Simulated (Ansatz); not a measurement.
# AsGaH6O2 (built from SMILES [AsH3].[OH][GaH][OH]): search for a transition state

Wanted: the transition state of a four-centre ligand exchange (form Ga1–As6, H2–H5 and break Ga1–H2, H5–As6). The guess is relaxed with those distances held, a saddle search follows, and vibrations and two downhill relaxations check it.

The runs use Ansatz 0.2.0, Gaussian basis; PBE0-D4, def2-SVP first, then def2-TZVP.

152 further runs of the same task are left out: 152 set aside as unsound or not needed.

### 1 Where the work starts

The guess: 10 atoms, charge 0, spin multiplicity 1.

Atoms are counted from 1 here; the program's logs count them from 0.

Bond lengths: Ga1–H2 1.841 Å, Ga1–O3 1.751 Å, Ga1–O4 1.748 Å, Ga1–As6 2.525 Å, O3–H7 0.953 Å, O4–H8 0.955 Å, H5–As6 1.762 Å, As6–H9 1.488 Å, As6–H10 1.558 Å. Angles: H2–Ga1–O3 116.1°, H2–Ga1–O4 113.4°, H2–Ga1–As6 67.0°, O3–Ga1–O4 115.3°, O3–Ga1–As6 123.1°, O4–Ga1–As6 113.0°, Ga1–O3–H7 134.2°, Ga1–O4–H8 127.2°, Ga1–As6–H5 71.7°, Ga1–As6–H9 82.7°, Ga1–As6–H10 145.5°, H5–As6–H9 82.8°, H5–As6–H10 140.5°, H9–As6–H10 89.3°.

Geometry (Å):

```csv
atom,x (Å),y (Å),z (Å)
Ga1,0.28890,0.67600,0.10040
H2,-1.45510,0.52390,-0.46870
O3,1.32600,1.70680,-0.86290
O4,0.44070,0.87260,1.83090
H5,-1.71410,-0.63590,-0.87890
As6,-0.32670,-1.67840,-0.57320
H7,1.44030,1.84480,-1.79870
H8,0.85800,1.59560,2.29530
H9,-0.89700,-1.71840,0.80110
H10,0.03900,-3.18700,-0.44530
```

Distances that are to change: Ga1–As6 2.53 Å, H2–H5 1.26 Å, Ga1–H2 1.84 Å, H5–As6 1.76 Å.

### 2 Relaxing the guess with the reacting distances held

hold/in.yaml reads:

```yaml
crystal:
  periodic: [false, false, false]
  atoms:
    - {symbol: Ga, position_ang: [0.288900, 0.676000, 0.100400]}
    - {symbol: H, position_ang: [-1.455100, 0.523900, -0.468700]}
    - {symbol: O, position_ang: [1.326000, 1.706800, -0.862900]}
    - {symbol: O, position_ang: [0.440700, 0.872600, 1.830900]}
    - {symbol: H, position_ang: [-1.714100, -0.635900, -0.878900]}
    - {symbol: As, position_ang: [-0.326700, -1.678400, -0.573200]}
    - {symbol: H, position_ang: [1.440300, 1.844800, -1.798700]}
    - {symbol: H, position_ang: [0.858000, 1.595600, 2.295300]}
    - {symbol: H, position_ang: [-0.897000, -1.718400, 0.801100]}
    - {symbol: H, position_ang: [0.039000, -3.187000, -0.445300]}
basis:
  gaussian: {orbitals: def2-SVP}
hamiltonian: {xc: pbe0, dispersion: d4}
relax: {f_tol: 0.04, max_steps: 150, escape_saddle: false, constraints: [{distance: [0, 5]}, {distance: [1, 4]}, {distance: [0, 1]}, {distance: [4, 5]}]}
```

The run is started by

```console
$ ansatz run in.yaml --threads 8 --pin off --events-out ev --progress --plain --max-ram 19148MiB
```

Log:

```text
Functional definition: PBE0
  name "PBE0"
  cite "Adamo & Barone, J. Chem. Phys. 110, 6158 (1999) doi:10.1063/1.478522"
  cite "Perdew, Burke & Ernzerhof, Phys. Rev. Lett. 77, 3865 (1996) doi:10.1103/PhysRevLett.77.3865"
  parent pbe
  parameter a = 0.25
  parameter kappa = 0.804
  parameter beta = 0.06672455060314922
  exchange = (1 - a)*pbe_x(kappa = kappa, mu = beta*pi^2/3) + a*exact_x
  correlation = pbe_c(beta = beta)
1279 factors; integrals over basis functions are off by at most 2.8e-4 eV
mean field evaluation 1: about -117364.5484 eV, gradient 7.4e1 eV
mean field evaluation 2: about -117311.5503 eV, gradient 1.7e2 eV
mean field evaluation 4: about -117373.7131 eV, gradient 1.4e1 eV
mean field evaluation 8: about -117374.0759 eV, gradient 2.7e-1 eV
mean field evaluation 16: about -117374.0760 eV, gradient 4.1e-5 eV
mean field -117374.07604667 eV, -4313.4177357089 hartree, gradient 4.1e-5 eV, S^2 0.000000; 0 other end points of the search recorded, 0 dependent functions left out
the calculation of the forces begins
reference -117374.07607626 eV, -4313.4177367965 hartree; 43, 43 occupied and 79, 79 virtual orbitals, 1279 factors
relax step   1: F+E_penalty+E_count = -117374.26518005 eV  Δ(F+E_penalty+E_count) = +0.000e0 eV  max|allowed force component| = 9.113e-1 eV/Å  Δτ_max = 0.0000 Å  (28 SCF iters, accepted)
  distance Ga 0 - As 5 held at 2.525054 Å   reaction = -2.5013e-1 eV/Å
  distance H 1 - H 4 held at 1.257172 Å   reaction = +4.5156e-1 eV/Å
  distance Ga 0 - H 1 held at 1.840800 Å   reaction = +7.0433e-1 eV/Å
  distance H 4 - As 5 held at 1.762140 Å   reaction = +6.8381e-1 eV/Å
these checks for a lower state are left out or cut short: starts, cluster_reference, orbital_swaps, neighbouring_geometries, increment
1279 factors; integrals over basis functions are off by at most 2.4e-4 eV
mean field -117374.14597159 eV, -4313.4203054023 hartree, gradient 1.8e-5 eV, S^2 0.000000; 0 other end points of the search recorded, 0 dependent functions left out
the calculation of the forces begins
reference -117374.14600105 eV, -4313.4203064849 hartree; 43, 43 occupied and 79, 79 virtual orbitals, 1279 factors
relax step   2: F+E_penalty+E_count = -117374.33462295 eV  Δ(F+E_penalty+E_count) = -6.944e-2 eV  max|allowed force component| = 6.556e-1 eV/Å  Δτ_max = 0.1901 Å  (31 SCF iters, accepted)
  distance Ga 0 - As 5 held at 2.525054 Å   reaction = -2.8109e-1 eV/Å
  distance H 1 - H 4 held at 1.257172 Å   reaction = +1.4703e-2 eV/Å
  distance Ga 0 - H 1 held at 1.840800 Å   reaction = +6.2155e-1 eV/Å
  distance H 4 - As 5 held at 1.762140 Å   reaction = +9.1060e-1 eV/Å
these checks for a lower state are left out or cut short: starts, cluster_reference, orbital_swaps, neighbouring_geometries, increment
1279 factors; integrals over basis functions are off by at most 2.5e-4 eV
mean field -117374.20929408 eV, -4313.4226324608 hartree, gradient 9.8e-6 eV, S^2 0.000000; 0 other end points of the search recorded, 0 dependent functions left out
the calculation of the forces begins
reference -117374.20932347 eV, -4313.4226335411 hartree; 43, 43 occupied and 79, 79 virtual orbitals, 1279 factors
relax step   3: F+E_penalty+E_count = -117374.39818232 eV  Δ(F+E_penalty+E_count) = -6.356e-2 eV  max|allowed force component| = 4.593e-1 eV/Å  Δτ_max = 0.1251 Å  (30 SCF iters, accepted)
  distance Ga 0 - As 5 held at 2.525054 Å   reaction = -3.4362e-1 eV/Å
  distance H 1 - H 4 held at 1.257172 Å   reaction = +4.8164e-2 eV/Å
  distance Ga 0 - H 1 held at 1.840800 Å   reaction = +5.5754e-1 eV/Å
  distance H 4 - As 5 held at 1.762140 Å   reaction = +9.1552e-1 eV/Å
these checks for a lower state are left out or cut short: starts, cluster_reference, orbital_swaps, neighbouring_geometries, increment
1279 factors; integrals over basis functions are off by at most 3.5e-4 eV
mean field evaluation 32: about -117373.5891 eV, gradient 1.5e1 eV
mean field -117374.19773276 eV, -4313.4222075901 hartree, gradient 2.1e-5 eV, S^2 0.000000; 0 other end points of the search recorded, 0 dependent functions left out
the calculation of the forces begins
reference -117374.19776188 eV, -4313.4222086602 hartree; 43, 43 occupied and 79, 79 virtual orbitals, 1279 factors
relax step   4: F+E_penalty+E_count = -117374.38587150 eV  Δ(F+E_penalty+E_count) = +1.231e-2 eV  max|allowed force component| = 1.360e0 eV/Å  Δτ_max = 0.1947 Å  (30 SCF iters, rejected (line search))
  distance Ga 0 - As 5 held at 2.525054 Å   reaction = -3.7712e-1 eV/Å
  distance H 1 - H 4 held at 1.257172 Å   reaction = -2.8280e-1 eV/Å
  distance Ga 0 - H 1 held at 1.840800 Å   reaction = +9.1394e-1 eV/Å
  distance H 4 - As 5 held at 1.762140 Å   reaction = +1.7101e0 eV/Å
these checks for a lower state are left out or cut short: starts, cluster_reference, orbital_swaps, neighbouring_geometries, increment
1279 factors; integrals over basis functions are off by at most 3.0e-4 eV
mean field -117374.27782196 eV, -4313.4251508139 hartree, gradient 9.4e-6 eV, S^2 0.000000; 0 other end points of the search recorded, 0 dependent functions left out
the calculation of the forces begins
reference -117374.27785113 eV, -4313.4251518859 hartree; 43, 43 occupied and 79, 79 virtual orbitals, 1279 factors
relax step   5: F+E_penalty+E_count = -117374.46645768 eV  Δ(F+E_penalty+E_count) = -6.828e-2 eV  max|allowed force component| = 2.554e-1 eV/Å  Δτ_max = 0.0953 Å  (31 SCF iters, accepted)
  distance Ga 0 - As 5 held at 2.525054 Å   reaction = -3.6414e-1 eV/Å
  distance H 1 - H 4 held at 1.257172 Å   reaction = -5.2320e-2 eV/Å
  distance Ga 0 - H 1 held at 1.840800 Å   reaction = +6.1405e-1 eV/Å
  distance H 4 - As 5 held at 1.762140 Å   reaction = +1.1548e0 eV/Å
these checks for a lower state are left out or cut short: starts, cluster_reference, orbital_swaps, neighbouring_geometries, increment
1279 factors; integrals over basis functions are off by at most 3.0e-4 eV
mean field -117374.30434005 eV, -4313.4261253360 hartree, gradient 6.5e-6 eV, S^2 0.000000; 0 other end points of the search recorded, 0 dependent functions left out
the calculation of the forces begins
reference -117374.30436915 eV, -4313.4261264052 hartree; 43, 43 occupied and 79, 79 virtual orbitals, 1279 factors
relax step   6: F+E_penalty+E_count = -117374.49253210 eV  Δ(F+E_penalty+E_count) = -2.607e-2 eV  max|allowed force component| = 7.928e-2 eV/Å  Δτ_max = 0.1000 Å  (30 SCF iters, accepted)
  distance Ga 0 - As 5 held at 2.525054 Å   reaction = -3.5247e-1 eV/Å
  distance H 1 - H 4 held at 1.257172 Å   reaction = -3.4865e-2 eV/Å
  distance Ga 0 - H 1 held at 1.840800 Å   reaction = +5.5135e-1 eV/Å
  distance H 4 - As 5 held at 1.762140 Å   reaction = +1.1268e0 eV/Å
these checks for a lower state are left out or cut short: starts, cluster_reference, orbital_swaps, neighbouring_geometries, increment
1279 factors; integrals over basis functions are off by at most 3.0e-4 eV
mean field -117374.31166719 eV, -4313.4263946032 hartree, gradient 2.0e-5 eV, S^2 0.000000; 0 other end points of the search recorded, 0 dependent functions left out
the calculation of the forces begins
reference -117374.31169641 eV, -4313.4263956773 hartree; 43, 43 occupied and 79, 79 virtual orbitals, 1279 factors
relax step   7: F+E_penalty+E_count = -117374.49926438 eV  Δ(F+E_penalty+E_count) = -6.732e-3 eV  max|allowed force component| = 4.106e-2 eV/Å  Δτ_max = 0.1063 Å  (29 SCF iters, accepted)
  distance Ga 0 - As 5 held at 2.525054 Å   reaction = -2.0571e-1 eV/Å
  distance H 1 - H 4 held at 1.257172 Å   reaction = +1.3705e-1 eV/Å
  distance Ga 0 - H 1 held at 1.840800 Å   reaction = +4.8408e-1 eV/Å
  distance H 4 - As 5 held at 1.762140 Å   reaction = +9.5367e-1 eV/Å
these checks for a lower state are left out or cut short: starts, cluster_reference, orbital_swaps, neighbouring_geometries, increment
1279 factors; integrals over basis functions are off by at most 3.0e-4 eV
mean field evaluation 64: about -117374.3137 eV, gradient 1.8e-4 eV
mean field -117374.31370370 eV, -4313.4264694437 hartree, gradient 8.5e-6 eV, S^2 0.000000; 0 other end points of the search recorded, 0 dependent functions left out
the calculation of the forces begins
reference -117374.31373279 eV, -4313.4264705128 hartree; 43, 43 occupied and 79, 79 virtual orbitals, 1279 factors
relax step   8: F+E_penalty+E_count = -117374.50179723 eV  Δ(F+E_penalty+E_count) = -2.533e-3 eV  max|allowed force component| = 8.063e-2 eV/Å  Δτ_max = 0.0902 Å  (31 SCF iters, accepted)
  distance Ga 0 - As 5 held at 2.525054 Å   reaction = -2.5080e-1 eV/Å
  distance H 1 - H 4 held at 1.257172 Å   reaction = +5.0849e-2 eV/Å
  distance Ga 0 - H 1 held at 1.840800 Å   reaction = +5.5913e-1 eV/Å
  distance H 4 - As 5 held at 1.762140 Å   reaction = +1.0345e0 eV/Å
these checks for a lower state are left out or cut short: starts, cluster_reference, orbital_swaps, neighbouring_geometries, increment
1279 factors; integrals over basis functions are off by at most 2.9e-4 eV
mean field -117374.31634037 eV, -4313.4265663397 hartree, gradient 7.7e-5 eV, S^2 0.000000; 0 other end points of the search recorded, 0 dependent functions left out
the calculation of the forces begins
reference -117374.31636949 eV, -4313.4265674095 hartree; 43, 43 occupied and 79, 79 virtual orbitals, 1279 factors
relax step   9: F+E_penalty+E_count = -117374.50399692 eV  Δ(F+E_penalty+E_count) = -2.200e-3 eV  max|allowed force component| = 3.221e-2 eV/Å  Δτ_max = 0.0343 Å  (28 SCF iters, accepted)
  distance Ga 0 - As 5 held at 2.525054 Å   reaction = -3.1784e-1 eV/Å
  distance H 1 - H 4 held at 1.257172 Å   reaction = +7.7752e-3 eV/Å
  distance Ga 0 - H 1 held at 1.840800 Å   reaction = +5.6844e-1 eV/Å
  distance H 4 - As 5 held at 1.762140 Å   reaction = +1.0842e0 eV/Å
1279 factors; integrals over basis functions are off by at most 2.9e-4 eV
mean field -117374.31634037 eV, -4313.4265663397 hartree, gradient 7.7e-5 eV, S^2 0.000000; 1 other end points of the search recorded, 0 dependent functions left out
the calculation of the forces begins
reference -117374.31636949 eV, -4313.4265674095 hartree; 43, 43 occupied and 79, 79 virtual orbitals, 1279 factors
Total energy: -117374.50402603 eV, -4313.4334636602 hartree
Atom 0 at     0.254402     0.725982     0.188431 Å, force    -0.479097     0.217032    -0.139733 eV/Å
Atom 1 at    -1.445806     0.543406    -0.493114 Å, force     0.500323     0.081676     0.184048 eV/Å
Atom 2 at     1.382844     1.677584    -0.828420 Å, force     0.004868    -0.011022    -0.020445 eV/Å
Atom 3 at     0.443829     0.947923     1.951774 Å, force    -0.000290    -0.011995     0.001804 eV/Å
Atom 4 at    -1.528952    -0.573875    -1.063421 Å, force     0.762843    -0.651373     0.425207 eV/Å
Atom 5 at    -0.316084    -1.663567    -0.395095 Å, force    -0.826850     0.340477    -0.496551 eV/Å
Atom 6 at     1.194826     1.689352    -1.771599 Å, force    -0.002590     0.002909     0.018569 eV/Å
Atom 7 at     1.042673     1.671268     2.165928 Å, force     0.012184     0.013614     0.014131 eV/Å
Atom 8 at    -1.179247    -1.903334     0.825897 Å, force     0.021375     0.002173    -0.001282 eV/Å
Atom 9 at     0.151516    -3.114741    -0.580380 Å, force     0.007234     0.016510     0.014251 eV/Å
Dipole moment:    -0.096054    -0.382115    -0.392044 e Å
```

Run time: 10 s. Hardware: 8 threads of Intel Xeon Platinum 8488C, shared host.

Relaxation path: (the energy doesn't fall at every step)

```csv
step,energy from step 1 (eV),largest force component (eV/Å)
1,0.0000,0.9113
2,-0.0694,0.6556
3,-0.1330,0.4593
4,-0.1207,1.3605
5,-0.2013,0.2554
6,-0.2274,0.0793
7,-0.2341,0.0411
8,-0.2366,0.0806
9,-0.2388,0.0322
```

Distances of close pairs at the start and the end, largest changes first:

```csv
bond,before (Å),after (Å),change (Å)
Ga1–O3,1.751,1.792,+0.041
Ga1–O4,1.748,1.787,+0.039
As6–H9,1.488,1.514,+0.026
As6–H10,1.558,1.536,-0.022
O3–H7,0.953,0.962,+0.009
O4–H8,0.955,0.963,+0.008
Ga1–As6,2.525,2.525,+0.000
Ga1–H2,1.841,1.841,+0.000
```

### 3 Force constants to start from

hessian/in.yaml reads:

```yaml
crystal:
  periodic: [false, false, false]
  atoms:
    - {symbol: Ga, position_ang: [0.254402, 0.725982, 0.188431]}
    - {symbol: H, position_ang: [-1.445806, 0.543406, -0.493114]}
    - {symbol: O, position_ang: [1.382844, 1.677584, -0.828420]}
    - {symbol: O, position_ang: [0.443829, 0.947923, 1.951774]}
    - {symbol: H, position_ang: [-1.528952, -0.573875, -1.063421]}
    - {symbol: As, position_ang: [-0.316084, -1.663567, -0.395095]}
    - {symbol: H, position_ang: [1.194826, 1.689352, -1.771599]}
    - {symbol: H, position_ang: [1.042673, 1.671268, 2.165928]}
    - {symbol: H, position_ang: [-1.179247, -1.903334, 0.825897]}
    - {symbol: H, position_ang: [0.151516, -3.114741, -0.580380]}
basis:
  gaussian: {orbitals: def2-SVP}
hamiltonian: {xc: pbe0, dispersion: d4}
phonons: {}
scf: {lower_state_search: off}
```

The run is started by

```console
$ ansatz run in.yaml --threads 8 --pin off --events-out ev --progress --plain --max-ram 19148MiB
```

Log, shortened:

```text
[... 5 set-up lines as earlier in the session ...]
[...]
1280 factors; integrals over basis functions are off by at most 2.7e-4 eV
[...]
mean field -117374.31634132 eV, -4313.4265663744 hartree, gradient 5.2e-6 eV, S^2 0.000000; 0 other end points of the search recorded, 0 dependent functions left out
[...]
reference -117374.31637043 eV, -4313.4265674441 hartree; 43, 43 occupied and 79, 79 virtual orbitals, 1280 factors
[... from here to the last solve, the lines of the solves are left out (59 solves) ...]
1280 factors; integrals over basis functions are off by at most 2.7e-4 eV
mean field -117374.31630244 eV, -4313.4265649455 hartree, gradient 1.4e-6 eV, S^2 0.000000; 0 other end points of the search recorded, 0 dependent functions left out
[...]
WARN: phonons: modes at or below zero, which the zero-point energy, F, S and C_V leave out: 1, the lowest at -1403.29 cm⁻¹. A minimum has none, and a first-order saddle one
[...]
Atom 3 at     0.443829     0.947923     1.951774 Å, force    -0.000285    -0.012021     0.001802 eV/Å
Atom 4 at    -1.528952    -0.573875    -1.063421 Å, force     0.762831    -0.651439     0.425203 eV/Å
Atom 5 at    -0.316084    -1.663567    -0.395095 Å, force    -0.826811     0.340508    -0.496558 eV/Å
Atom 6 at     1.194826     1.689352    -1.771599 Å, force    -0.002582     0.002907     0.018603 eV/Å
Atom 7 at     1.042673     1.671268     2.165928 Å, force     0.012193     0.013613     0.014128 eV/Å
Atom 8 at    -1.179247    -1.903334     0.825897 Å, force     0.021365     0.002202    -0.001270 eV/Å
Atom 9 at     0.151516    -3.114741    -0.580380 Å, force     0.007233     0.016488     0.014245 eV/Å
Dipole moment:    -0.096055    -0.382116    -0.392044 e Å
Vibrations: -1403.29 88.06 144.61 181.63 206.64 215.82 256.58 266.29 362.42 560.95 668.89 677.69 715.14 781.42 812.81 880.66 965.70 1079.30 1192.03 1423.65 2144.59 2284.47 3906.56 3926.75 cm⁻¹, zero-point energy 1.471857 eV
Checks for a lower state left out: stability, starts, cluster_reference, orbital_swaps, neighbouring_geometries, increment
```

Run time: 40 s. Hardware: 8 threads of Intel Xeon Platinum 8488C, shared host.

The structure is not stationary yet, so these wavenumbers are no spectrum; the search needs only the force constants.

### 4 Saddle search in the small basis

The search itself is an outer loop (partitioned rational-function steps, Bofill update of the Hessian). Each step is one single-point run with forces. It stops when the largest force is under 0.04 eV/Å and the followed curvature is negative. The first step's input:

presaddle/in.yaml reads:

```yaml
crystal:
  periodic: [false, false, false]
  atoms:
    - {symbol: Ga, position_ang: [0.254402, 0.725982, 0.188431]}
    - {symbol: H, position_ang: [-1.445806, 0.543406, -0.493114]}
    - {symbol: O, position_ang: [1.382844, 1.677584, -0.828420]}
    - {symbol: O, position_ang: [0.443829, 0.947923, 1.951774]}
    - {symbol: H, position_ang: [-1.528952, -0.573875, -1.063421]}
    - {symbol: As, position_ang: [-0.316084, -1.663567, -0.395095]}
    - {symbol: H, position_ang: [1.194826, 1.689352, -1.771599]}
    - {symbol: H, position_ang: [1.042673, 1.671268, 2.165928]}
    - {symbol: H, position_ang: [-1.179247, -1.903334, 0.825897]}
    - {symbol: H, position_ang: [0.151516, -3.114741, -0.580380]}
basis:
  gaussian: {orbitals: def2-SVP}
hamiltonian: {xc: pbe0, dispersion: d4}
output: {forces: true}
scf: {lower_state_search: off}
```

The run is started by

```console
$ ansatz run in.yaml --threads 8 --pin off --events-out ev --progress --plain --max-ram 19148MiB
```

The driver's record:

```csv
step,energy (eV),largest force (eV/Å),followed curvature (eV/Å²)
1,-117374.50396,0.8268,-9.41
2,-117374.54672,0.1665,-9.67
3,-117374.54871,0.1104,-9.64
4,-117374.54834,0.1652,-9.64
5,-117374.54897,0.0898,-9.64
6,-117374.54908,0.1476,-9.64
7,-117374.54854,0.1570,-9.64
8,-117374.54939,0.0051,-9.64
```

The 8 steps took 6.4 s in all (8 threads of Intel Xeon Platinum 8488C, shared host).

### 5 Saddle search in triple zeta

The search itself is an outer loop (partitioned rational-function steps, Bofill update of the Hessian). Each step is one single-point run with forces. It stops when the largest force is under 0.01 eV/Å and the followed curvature is negative. The first step's input:

saddle/in.yaml reads:

```yaml
crystal:
  periodic: [false, false, false]
  atoms:
    - {symbol: Ga, position_ang: [0.275589, 0.690237, 0.184124]}
    - {symbol: H, position_ang: [-1.394748, 0.510904, -0.468914]}
    - {symbol: O, position_ang: [1.346424, 1.701992, -0.835601]}
    - {symbol: O, position_ang: [0.426132, 0.945539, 1.946328]}
    - {symbol: H, position_ang: [-1.479677, -0.497938, -0.963041]}
    - {symbol: As, position_ang: [-0.353109, -1.681472, -0.457813]}
    - {symbol: H, position_ang: [1.210653, 1.643163, -1.785557]}
    - {symbol: H, position_ang: [0.981375, 1.702624, 2.162613]}
    - {symbol: H, position_ang: [-1.146305, -1.884572, 0.816882]}
    - {symbol: H, position_ang: [0.133665, -3.130478, -0.599022]}
basis:
  gaussian: {orbitals: def2-TZVP}
hamiltonian: {xc: pbe0, dispersion: d4}
output: {forces: true}
scf: {lower_state_search: off}
```

The run is started by

```console
$ ansatz run in.yaml --threads 8 --pin off --events-out ev --progress --plain --max-ram 19148MiB
```

Step by step:

```csv
step,energy (eV),largest force (eV/Å),followed curvature (eV/Å²)
1,-117394.02536,0.1781,-9.64
2,-117394.02829,0.0452,-9.64
3,-117394.02854,0.0607,-9.64
4,-117394.02854,0.0343,-9.64
5,-117394.02859,0.0172,-9.64
6,-117394.02860,0.0078,-9.64
```

The 6 steps took 8.4 s in all (8 threads of Intel Xeon Platinum 8488C, shared host).

Geometry at the end of the search:

```xyz
10
AsGaH6O2
Ga    0.2615    0.7021    0.2124
H    -1.3956    0.5008   -0.4618
O     1.3222    1.6982   -0.8360
O     0.4246    0.9817    1.9708
H    -1.4595   -0.4898   -0.9748
As   -0.3367   -1.6744   -0.4677
H     1.1891    1.5794   -1.7776
H     1.0183    1.7112    2.1665
H    -1.1665   -1.8860    0.7785
H     0.1427   -3.1232   -0.6104
```

Followed mode, largest move set to 1: H5 (-0.20, 0.95, 0.26); H2 (-0.28, -0.40, -0.32); Ga1 (0.33, -0.35, 0.05); H10 (0.25, -0.07, 0.21).

(Part 1 of 2 ends here.)
